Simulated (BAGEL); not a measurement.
# Si2H5OF (SMILES O[SiH2][SiH2]F) at B3LYP/cc-pVDZ (density fitting with qzvpp-jkfit)

What is the energy change on altering one bond length of Si2H5OF at B3LYP/cc-pVDZ (density fitting with qzvpp-jkfit)? 

Program for the calculation: BAGEL 1.2.2.

3 further runs of the same task are left out: 1 that didn't finish, 2 set aside as unsound or not needed.

## (1) Starting point

Si2H5OF: 9 atoms, total charge 0, spin state singlet. SMILES: `O[SiH2][SiH2]F`. Geometry: relaxed at PBE0-D4/def2-TZVP. This is one conformer, not always the lowest.

Bond lengths: O1–Si2 1.651 Å, Si2–Si3 2.352 Å, Si3–F4 1.607 Å, O1–H5 0.958 Å, Si2–H6 1.494 Å, Si2–H7 1.483 Å, Si3–H8 1.488 Å, Si3–H9 1.490 Å. Some angles: O1–Si2–Si3 113.4°, Si2–Si3–F4 111.2°, O1–Si2–H6 111.7°, O1–Si2–H7 105.7°, Si3–Si2–H6 106.2°, Si3–Si2–H7 111.0°, Si2–O1–H5 118.1°, Si2–Si3–H8 110.7°, Si2–Si3–H9 111.2°, F4–Si3–H8 107.9°.

## (2) A single-point energy at B3LYP/cc-pVDZ (density fitting with qzvpp-jkfit)

Input file input.json:

```json
{ "bagel" : [

{
  "title" : "molecule",
  "basis" : "cc-pvdz.json",
  "df_basis" : "qzvpp-jkfit",
  "angstrom" : true,
  "geometry" : [
    { "atom" : "O", "xyz" : [   -0.736600,    1.478100,   -1.289100 ] },
    { "atom" : "Si", "xyz" : [    0.519200,    0.652700,   -0.604800 ] },
    { "atom" : "Si", "xyz" : [   -0.171900,   -1.086100,    0.820800 ] },
    { "atom" : "F", "xyz" : [   -0.961500,   -2.225600,    0.008000 ] },
    { "atom" : "H", "xyz" : [   -1.388700,    1.870700,   -0.707600 ] },
    { "atom" : "H", "xyz" : [    1.385300,    1.547800,    0.220500 ] },
    { "atom" : "H", "xyz" : [    1.318300,    0.125300,   -1.737200 ] },
    { "atom" : "H", "xyz" : [    1.000300,   -1.724100,    1.479000 ] },
    { "atom" : "H", "xyz" : [   -1.090400,   -0.581300,    1.879500 ] }
  ]
},
{
  "title" : "ks",
  "xc_func" : "b3lyp"
},
{
  "title" : "print",
  "file" : "orbitals.molden",
  "orbitals" : true
}

]}
```

The basis set cc-pVDZ is read from a file made from the Basis Set Exchange's data (not shown).

On the command line:

```console
$ BAGEL_NUM_THREADS=1 BAGEL input.json > input.out
```

Output:

```text
* using 1 threads per process

  ===============================================================
  ===============================================================

  *** Geometry ***

  { "atom" : "O", "xyz" : [     -1.391972,      2.793204,     -2.436046 ] },
  { "atom" : "Si", "xyz" : [      0.981146,      1.233424,     -1.142906 ] },
  { "atom" : "Si", "xyz" : [     -0.324844,     -2.052432,      1.551087 ] },
  { "atom" : "F", "xyz" : [     -1.816972,     -4.205774,      0.015118 ] },
  { "atom" : "H", "xyz" : [     -2.624263,      3.535111,     -1.337170 ] },
  { "atom" : "H", "xyz" : [      2.617838,      2.924918,      0.416685 ] },
  { "atom" : "H", "xyz" : [      2.491226,      0.236783,     -3.282832 ] },
  { "atom" : "H", "xyz" : [      1.890293,     -3.258077,      2.794905 ] },
  { "atom" : "H", "xyz" : [     -2.060557,     -1.098498,      3.551740 ] },

  Number of auxiliary basis functions:      500

  Since a DF basis is specified, we compute 2- and 3-index integrals:
    o Being stored without compression. Storage requirement is 0.032 GB

  Number of basis functions:       89
  Number of electrons      :       50

    * METHOD: MOLECULE                             0.26

  *** Kohn-Sham DFT ***

    * Removing 15287 points whose weight is below 1.00e-10
    * Grid points: 118867

  === Nuclear Repulsion ===
   222.2607047634

       - DIIS with orbital gradients will be used.

  === KS iteration (b3lyp / cc-pvdz.json) ===
      0       -732.30623246          0.09300710           0.53
      1       -709.76677772          0.13863809           0.63
      2       -712.11103173          0.11377118           0.47
      3       -730.97577533          0.18273540           0.68
      4       -748.70763593          0.09855425           0.49
      5       -756.71160004          0.02021047           0.48
      6       -756.96442879          0.01538473           0.46
      7       -757.15482566          0.00449975           0.44
      8       -757.16774538          0.00129617           0.46
      9       -757.16890875          0.00032518           0.44
     10       -757.16899198          0.00008384           0.46
     11       -757.16899709          0.00001152           0.44
     12       -757.16899719          0.00000358           0.44
     13       -757.16899719          0.00000128           0.44
     14       -757.16899720          0.00000054           0.44
     15       -757.16899720          0.00000013           0.44
     16       -757.16899720          0.00000005           0.45
     17       -757.16899720          0.00000002           0.44
     18       -757.16899720          0.00000000           0.44
    * SCF iteration converged.

    * Permanent dipole moment:
           (   -0.008189,    -0.563364,    -0.547884) a.u.

    * METHOD: KS                                  10.00

    * METHOD: PRINT                                0.03

  ===============================================================
```

Run time: 11 s. Hardware: 1 thread of AMD EPYC 7B13 (Zen 3), shared host; peak memory 0.51 GiB.

## (3) The distorted shape

Input file dft.json:

```json
{ "bagel" : [

{
  "title" : "molecule",
  "basis" : "cc-pvdz.json",
  "df_basis" : "qzvpp-jkfit",
  "angstrom" : "true",
  "geometry" : [
    { "atom" : "O", "xyz" : [      -1.429508,       0.761991,      -1.949367 ] },
    { "atom" : "Si", "xyz" : [      -0.173708,      -0.063409,      -1.265067 ] },
    { "atom" : "Si", "xyz" : [      -0.864808,      -1.802209,       0.160533 ] },
    { "atom" : "F", "xyz" : [      -1.654408,      -2.941709,      -0.652267 ] },
    { "atom" : "H", "xyz" : [      -2.081608,       1.154591,      -1.367867 ] },
    { "atom" : "H", "xyz" : [       1.385300,       1.547800,       0.220500 ] },
    { "atom" : "H", "xyz" : [       0.625392,      -0.590809,      -2.397467 ] },
    { "atom" : "H", "xyz" : [       0.307392,      -2.440209,       0.818733 ] },
    { "atom" : "H", "xyz" : [      -1.783308,      -1.297409,       1.219233 ] }
  ]
},

{
  "title" : "ks",
  "xc_func" : "b3lyp"
},

{
  "title" : "print",
  "file" : "orbitals.molden",
  "orbitals" : "true"
}

]}
```

The basis set cc-pVDZ is read from a file made from the Basis Set Exchange's data (not shown).

On the command line:

```console
$ BAGEL_NUM_THREADS=1 BAGEL dft.json > dft.out
```

Output:

```text
* using 1 threads per process

  ===============================================================
  ===============================================================

  *** Geometry ***

  { "atom" : "O", "xyz" : [     -2.701379,      1.439954,     -3.683770 ] },
  { "atom" : "Si", "xyz" : [     -0.328261,     -0.119826,     -2.390630 ] },
  { "atom" : "Si", "xyz" : [     -1.634250,     -3.405681,      0.303363 ] },
  { "atom" : "F", "xyz" : [     -3.126378,     -5.559024,     -1.232606 ] },
  { "atom" : "H", "xyz" : [     -3.933669,      2.181861,     -2.584894 ] },
  { "atom" : "H", "xyz" : [      2.617838,      2.924918,      0.416685 ] },
  { "atom" : "H", "xyz" : [      1.181820,     -1.116467,     -4.530556 ] },
  { "atom" : "H", "xyz" : [      0.580887,     -4.611327,      1.547181 ] },
  { "atom" : "H", "xyz" : [     -3.369964,     -2.451748,      2.304016 ] },

  Number of auxiliary basis functions:      500

  Since a DF basis is specified, we compute 2- and 3-index integrals:
    o Being stored without compression. Storage requirement is 0.032 GB

  Number of basis functions:       89
  Number of electrons      :       50

    * METHOD: MOLECULE                             0.26

  *** Kohn-Sham DFT ***

    * Removing 14560 points whose weight is below 1.00e-10
    * Grid points: 119594

  === Nuclear Repulsion ===
   218.6968510843

       - DIIS with orbital gradients will be used.

  === KS iteration (b3lyp / cc-pvdz.json) ===
      0       -732.45618764          0.09162669           0.54
      1       -708.71772760          0.13227845           0.68
      2       -713.59672992          0.13736177           0.47
      3       -743.77403414          0.09777864           0.65
      4       -744.10539838          0.09536699           0.48
      5       -756.70849751          0.02115325           0.47
      6       -756.93268607          0.01194268           0.44
      7       -757.02554800          0.00519074           0.45
      8       -757.05637798          0.00179258           0.49
      9       -757.05999242          0.00055777           0.45
     10       -757.06022256          0.00024191           0.44
     11       -757.06026890          0.00005129           0.45
     12       -757.06027161          0.00000736           0.46
     13       -757.06027166          0.00000252           0.44
     14       -757.06027166          0.00000117           0.44
     15       -757.06027167          0.00000034           0.45
     16       -757.06027167          0.00000025           0.44
     17       -757.06027167          0.00000013           0.44
     18       -757.06027167          0.00000002           0.45
     19       -757.06027167          0.00000001           0.45
    * SCF iteration converged.

    * Permanent dipole moment:
           (    0.603586,     0.071530,    -0.137210) a.u.

    * METHOD: KS                                  10.51

    * METHOD: PRINT                                0.03

  ===============================================================
```

Wall time 11 s (1 thread of AMD EPYC 7B13 (Zen 3), shared host); peak memory 0.51 GiB.

## (4) Outcome

Level: B3LYP/cc-pVDZ (density fitting with qzvpp-jkfit).

| quantity | value |
| --- | --- |
| first shape: total energy | -757.16900 Eh |
| first shape: dipole moment | 2.00 D |
| first shape: HOMO energy | -7.53 eV |
| first shape: LUMO energy | -0.50 eV |
| first shape: HOMO–LUMO gap | 7.03 eV |
| distorted shape: total energy | -757.06027 Eh |
| distorted shape: dipole moment | 1.58 D |
| distorted shape: HOMO energy | -6.58 eV |
| distorted shape: LUMO energy | -2.76 eV |
| distorted shape: HOMO–LUMO gap | 3.83 eV |
| energy change with the Si2–H6 bond stretched from 1.494 to 2.689 Å | 2.959 eV |

One bond (distorted shape) is far stretched, which a spin-restricted single reference describes badly; a broken-symmetry solution may lie lower. With the Si2–H6 bond stretched from 1.494 to 2.689 Å the energy rises by 2.96 eV (285 kJ/mol). The first shape isn't relaxed at this level, so the change isn't measured from a minimum. A restricted reference can't describe the breaking bond well at this length.
